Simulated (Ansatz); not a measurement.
# NaHg3, space group Fm-3m: a convergence test of the k-point mesh

With the Python package of Ansatz (0.2.0).

`POSCAR`
```text
NaHg3
1.0
   0.00000000    3.66107844    3.66107844
   3.66107844    0.00000000    3.66107844
   3.66107844    3.66107844    0.00000000
Na Hg
1 3
Direct
   0.00000000    0.00000000    0.00000000
   0.25000000    0.25000000    0.25000000
   0.75000000    0.75000000    0.75000000
   0.50000000    0.50000000    0.50000000
```

Run as a notebook:

```python
import csv
import warnings

import ansatz as az
from ase.io import read
```

```python
warnings.simplefilter("ignore", az.DeckWarning)
```

```python
atoms = read("POSCAR", format="vasp")
system = az.Crystal.from_ase(atoms)

model = (
    system.calculation()
    .functional("lda")
    .occupations("fermi_dirac", width=100 * az.meV)  # smearing steadies the SCF of a metal
)
```

```python
rows = []
for value in [(2, 2, 2), (3, 3, 3), (4, 4, 4), (5, 5, 5), (7, 7, 7)]:
    r = model.kpoints(mesh=value).run(threads=1).report
    rows.append((value, r["free_energy_ev"] / len(r["lattice"]["sites"]), r["n_iterations"], r["n_kpoints"]))

with open("kconv.csv", "w", newline="") as handle:
    writer = csv.writer(handle)
    writer.writerow(["mesh", "F/atom (eV)", "iterations", "k-points"])
    writer.writerows([round(v, 5) if isinstance(v, float) else v for v in row] for row in rows)
```

```python
# the last row is the reference
for row in rows[:-1]:
    shift = 1000 * (row[1] - rows[-1][1])
    print(f"{row[0]}: {shift:+.2f} meV/atom" + ("  (within 2 meV)" if abs(shift) < 2 else ""))
```

    (2, 2, 2): +130.03 meV/atom
    (3, 3, 3): +112.25 meV/atom
    (4, 4, 4): +47.34 meV/atom
    (5, 5, 5): +2.47 meV/atom

`kconv.csv`, as written:
```csv
mesh,F/atom (eV),iterations,k-points
"(2, 2, 2)",-10508.52884,7,3
"(3, 3, 3)",-10508.54662,7,4
"(4, 4, 4)",-10508.61153,7,8
"(5, 5, 5)",-10508.6564,6,10
"(7, 7, 7)",-10508.65887,7,20
```

Reading the output:
- Spin-orbit coupling, which matters for elements this heavy, is left out.
- This cell is a computed structure, which may not be the phase found in nature.
- Shifts are counted from the finest mesh, which is itself no proven limit.
- Hardware and time: 7.6 s on 1 thread of Arm Neoverse V2 (shared host), peak memory 0.47 GiB.
